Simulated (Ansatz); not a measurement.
**GeH₃Cl + H₂O₂: a complex and its separated parts**

Aim: how far the complex at one end of a reaction step lies below its separated, relaxed parts, level by level.

The runs use Ansatz 0.2.0, Gaussian basis; PBE0-D4/def2-TZVP structures, single points in def2-TZVPP, no counterpoise correction.

Levels: SPW92, PBE-D4, BLYP-D4, r2SCAN-D4, B97M-V, PBE0-D4, B3LYP-D4, r2SCAN0-D4, BHLYP-D4, CAM-B3LYP-D4, wB97X-V, wB97M-V, B2PLYP, PBE-QIDH, RPA on PBE, Hartree-Fock, MP2, CCSD, CCSD(T).

Correlated methods freeze the cores. Filled d shells of the heavier atoms are correlated. B3LYP uses VWN-RPA correlation. B2PLYP carries no dispersion term here.

### Step 1. Where the work starts

The complex: 9 atoms, charge 0, spin multiplicity 1.

Atoms are counted from 1 here; the program's logs count them from 0.

Bond lengths: Ge1–Cl2 2.177 Å, Ge1–H3 1.528 Å, Ge1–H4 1.526 Å, Ge1–H5 1.534 Å, H6–O7 0.972 Å, O7–O8 1.423 Å, O8–H9 0.965 Å. Angles: Cl2–Ge1–H3 107.0°, Cl2–Ge1–H4 107.0°, Cl2–Ge1–H5 104.5°, H3–Ge1–H4 113.9°, H3–Ge1–H5 111.6°, H4–Ge1–H5 112.2°, H6–O7–O8 100.9°, O7–O8–H9 101.6°.

Coordinates:

```xyz
9

Ge   -0.5269    1.0224   -1.0275
Cl    0.6594   -0.6777   -1.6937
H    -1.8623    0.4684   -0.5330
H     0.2833    1.7369    0.0509
H    -0.7037    1.8834   -2.2845
H     1.3777   -1.1367    0.5037
O     1.3020   -1.1046    1.4718
O    -0.0499   -0.6853    1.6226
H    -0.4797   -1.5070    1.8895
```

Its parts: GeH₃Cl holds atoms 1, 2, 3, 4, 5; H₂O₂ holds atoms 6, 7, 8, 9. Each part counts its atoms afresh in its own runs.

### Step 2. Relaxing GeH₃Cl alone

relax-a/in.yaml

```yaml
crystal:
  periodic: [false, false, false]
  atoms:
    - {symbol: Ge, position_ang: [-0.526861, 1.022379, -1.027466]}
    - {symbol: Cl, position_ang: [0.659439, -0.677709, -1.693680]}
    - {symbol: H, position_ang: [-1.862342, 0.468357, -0.532992]}
    - {symbol: H, position_ang: [0.283301, 1.736868, 0.050900]}
    - {symbol: H, position_ang: [-0.703661, 1.883440, -2.284512]}
basis:
  gaussian: {orbitals: def2-TZVP}
hamiltonian: {xc: pbe0, dispersion: d4}
relax: {f_tol: 0.005, max_steps: 200}
```

No record of the launch command was kept for these runs.

Further steps of the session: Relaxing H₂O₂ alone; wB97M-V/def2-TZVPP; CCSD(T)/def2-TZVPP; Vibrations of GeH₃Cl; Vibrations of H₂O₂.

**Question.** What will these runs give? Wanted: complex less parts, CCSD(T)/def2-TZVPP; with zero-point energy; largest T1 diagnostic.

The runs gave:

| quantity | value |
| --- | --- |
| complex less parts, CCSD(T)/def2-TZVPP | -21.3 kJ/mol |
| with zero-point energy | -16.4 kJ/mol |
| largest T1 diagnostic | 0.011 |

At CCSD(T) the complex lies 21.3 kJ/mol below its parts. Among the functionals r2SCAN0-D4 lands nearest to CCSD(T) (-1.4 kJ/mol) and SPW92 farthest (-14.9 kJ/mol). Mean unsigned error by rung: LDA 14.9, GGA 3.1, meta-GGA 1.9, hybrid 1.9, range-separated hybrid 2.5, double hybrid 2.7 kJ/mol. PBE-D4 gives a relative energy 3.5 kJ/mol too low, inside chemical accuracy (1 kcal/mol, 4.2 kJ/mol). No counterpoise was applied, and triple zeta lacks some correlation, so the CCSD(T) reference has a basis error of its own, and close matches with it are partly luck.
